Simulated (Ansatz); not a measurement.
**C2H8B2: one species, many methods**

An exercise on one series of results from a longer session: the logs are not shown, and one member is left open.

The runs use Ansatz 0.2.0, Gaussian basis; functionals in def2-TZVPP, the program's frozen cores in correlated methods.

Plan: LDA (SPW92), PBE-D4, revPBE-D4, BLYP-D4, r2SCAN-D4, B97M-V, PBE0-D4, B3LYP-D4, r2SCANh-D4, r2SCAN0-D4, HSE06-D4, BHLYP-D4, CAM-B3LYP-D4, LC-ωPBE, ωB97X-V, ωB97M-V, B2PLYP, PBE-QIDH; CCSD(T)/def2-SVP; CCSD(T)/def2-TZVPP; MP2/def2-QZVPP; extrapolation to the limit; RPA on PBE.

## The relaxed structure

The geometry comes from an earlier relaxation with PBE0-D4 in a triple-zeta def2 set; it is a stationary point, not always the lowest conformer.

SMILES `BC(B)C`, 12 atoms, charge 0, spin multiplicity 1.

Atoms are counted from 1 here; the program's logs count them from 0.

Bond lengths: B1–C2 1.549 Å, B1–H5 1.199 Å, B1–H6 1.197 Å, C2–B3 1.549 Å, C2–C4 1.523 Å, C2–H7 1.113 Å, B3–H8 1.197 Å, B3–H9 1.199 Å, C4–H10 1.093 Å, C4–H11 1.093 Å, C4–H12 1.092 Å. Angles: C2–B1–H5 120.5°, C2–B1–H6 120.3°, H5–B1–H6 119.1°, B1–C2–B3 106.4°, B1–C2–C4 117.9°, B1–C2–H7 98.9°, B3–C2–C4 117.9°, B3–C2–H7 98.9°, C4–C2–H7 113.6°, C2–B3–H8 120.3°, C2–B3–H9 120.5°, H8–B3–H9 119.1°, C2–C4–H10 112.0°, C2–C4–H11 112.0°, C2–C4–H12 110.2°, H10–C4–H11 107.8°, H10–C4–H12 107.3°, H11–C4–H12 107.3°.

Geometry (Å):

```mol
C2H8B2
  3D, bonds by distance, orders not assigned

 12 11  0  0  0  0  0  0  0  0999 V2000
   -1.0922    1.0300   -0.2238 B   0  0
    0.1859    0.2190    0.1052 C   0  0
   -0.0982   -0.5266    1.4330 B   0  0
    0.8450   -0.5618   -1.0238 C   0  0
   -1.6544    0.8825   -1.2725 H   0  0
   -1.5329    1.8115    0.5679 H   0  0
    0.8172    1.0452    0.5026 H   0  0
   -0.4280    0.0817    2.4093 H   0  0
    0.0067   -1.7193    1.4967 H   0  0
    1.0698    0.0733   -1.8840 H   0  0
    1.7772   -1.0343   -0.7050 H   0  0
    0.1809   -1.3563   -1.3716 H   0  0
  1  2  8  0
  2  3  8  0
  2  4  8  0
  1  5  8  0
  1  6  8  0
  2  7  8  0
  3  8  8  0
  3  9  8  0
  4 10  8  0
  4 11  8  0
  4 12  8  0
M  END
```

Set-up of the first run:

Input file in.yaml:

```yaml
crystal:
  periodic: [false, false, false]
  atoms:
    - {symbol: B, position_ang: [-1.092199, 1.029959, -0.223819]}
    - {symbol: C, position_ang: [0.185918, 0.218970, 0.105212]}
    - {symbol: B, position_ang: [-0.098194, -0.526587, 1.432972]}
    - {symbol: C, position_ang: [0.844965, -0.561839, -1.023755]}
    - {symbol: H, position_ang: [-1.654381, 0.882482, -1.272497]}
    - {symbol: H, position_ang: [-1.532879, 1.811486, 0.567939]}
    - {symbol: H, position_ang: [0.817166, 1.045231, 0.502558]}
    - {symbol: H, position_ang: [-0.427965, 0.081653, 2.409274]}
    - {symbol: H, position_ang: [0.006734, -1.719256, 1.496688]}
    - {symbol: H, position_ang: [1.069751, 0.073251, -1.883964]}
    - {symbol: H, position_ang: [1.777196, -1.034265, -0.705032]}
    - {symbol: H, position_ang: [0.180889, -1.356283, -1.371576]}
basis:
  gaussian: {orbitals: def2-TZVPP}
hamiltonian: {xc: lda}
output: {orbitals: {seedname: orbitals}}
```

Steps of the session up to this table: LDA; PBE-D4 (GGA); revPBE-D4 (GGA); BLYP-D4 (GGA); r2SCAN-D4 (meta-GGA); B97M-V (meta-GGA); PBE0-D4 (hybrid); B3LYP-D4 (hybrid); r2SCANh-D4 (hybrid); r2SCAN0-D4 (hybrid); HSE06-D4 (hybrid); BHLYP-D4 (hybrid); CAM-B3LYP-D4 (range-separated); LC-ωPBE (range-separated); ωB97X-V (range-separated); ωB97M-V (range-separated); B2PLYP (double hybrid); PBE-QIDH (double hybrid).

One table of the session follows, with a row left open; its other results are not shown here.

It belongs to the step «Frontier levels by functional». 

| functional | HOMO (eV) | LUMO (eV) | gap (eV) |
| --- | --- | --- | --- |
| LDA (SPW92) | -7.44 | -3.09 | 4.35 |
| PBE-D4 | -7.34 | -2.82 | 4.52 |
| revPBE-D4 | -7.30 | -2.70 | 4.59 |
| BLYP-D4 | -7.24 | -2.67 | 4.57 |
| r2SCAN-D4 | ? | ? | ? |
| B97M-V | -7.74 | -2.56 | 5.17 |
| PBE0-D4 | -8.63 | -1.82 | 6.81 |
| B3LYP-D4 | -8.44 | -2.04 | 6.39 |
| r2SCANh-D4 | -8.07 | -2.10 | 5.97 |
| r2SCAN0-D4 | -8.80 | -1.60 | 7.20 |
| HSE06-D4 | -8.23 | -2.20 | 6.03 |
| BHLYP-D4 | -9.87 | -0.79 | 9.08 |
| CAM-B3LYP-D4 | -10.05 | -0.73 | 9.32 |
| LC-ωPBE | -11.41 | 0.48 | 11.89 |
| ωB97X-V | -11.05 | 0.36 | 11.40 |
| ωB97M-V | -10.93 | 0.08 | 11.01 |

**Question.** Estimate the row for r2SCAN-D4.

Worked estimate for «HOMO (eV)». Against the share of exact exchange, r2SCANh-D4 (0.1, -8.07), r2SCAN0-D4 (0.25, -8.80) give a slope of -4.87 per unit share; at 0 the line stands at -7.58.

As computed: HOMO (eV): -7.59; LUMO (eV): -2.44; gap (eV): 5.14. In «HOMO (eV)» the line misses by +0.01.
